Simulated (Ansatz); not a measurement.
# Ti2O: the cost of one run

Method: DFT r2SCAN, scalar-relativistic, plane waves, PAW, in Ansatz 0.2.0.

## (1) The structure to begin with

Symmetry: P-3m1, No. 164, trigonal system. Conventional cell: a = 2.919 Å, b = 2.919 Å, c = 4.713 Å, α = 90.00°, β = 90.00°, γ = 120.00°. Around Ti (site symmetry 3m) lie 3 O at 2.14 Å. Around O (site symmetry -3m) lie 6 Ti at 2.14 Å.

Coordinates:

```
Ti O
1.0
     2.91940    0.00000    0.00000
    -1.45970    2.52827    0.00000
     0.00000    0.00000    4.71300
Ti O
2 1
Direct
  0.66667 0.33333 0.27874
  0.33333 0.66667 0.72126
  0.00000 0.00000 0.00000
```

The structure comes from the Crystallography Open Database.

## (2) Ground state at the listed geometry

The input, input.yaml:

```yaml
crystal:
  lattice:
    - [2.9194, 0.0, 0.0]
    - [-1.4597, 2.5282745638, 0.0]
    - [0.0, 0.0, 4.713]
  atoms:
    - { symbol: Ti, position: [0.6666666667, 0.3333333333, 0.27874] }
    - { symbol: Ti, position: [0.3333333333, 0.6666666667, 0.72126] }
    - { symbol: O, position: [0.0, 0.0, 0.0] }
basis:
  ecutwfc: 500
  fft_grid_basis: typed
kpoints:
  mp_grid: { grid: [12, 12, 6] }
hamiltonian:
  xc: r2scan
  pseudopotentials: { kind: paw }
scf:
  occupations: { method: gaussian, width: 0.05 }
output:
  forces: true
  stress: true
  eigenvalues: true
  bader: true
  write_density: true
  volumetric_format: npy
  elf: true
```

Launch:

```sh
$ ansatz run input.yaml --threads 2 --pin off --max-ram 4096MiB --backend cpu --events-out ev --progress --plain --runs-dir out
```

What time and memory should one allow on 2 threads of Arm Neoverse N1, shared host?

About 43 s, with a peak of 0.45 GiB.
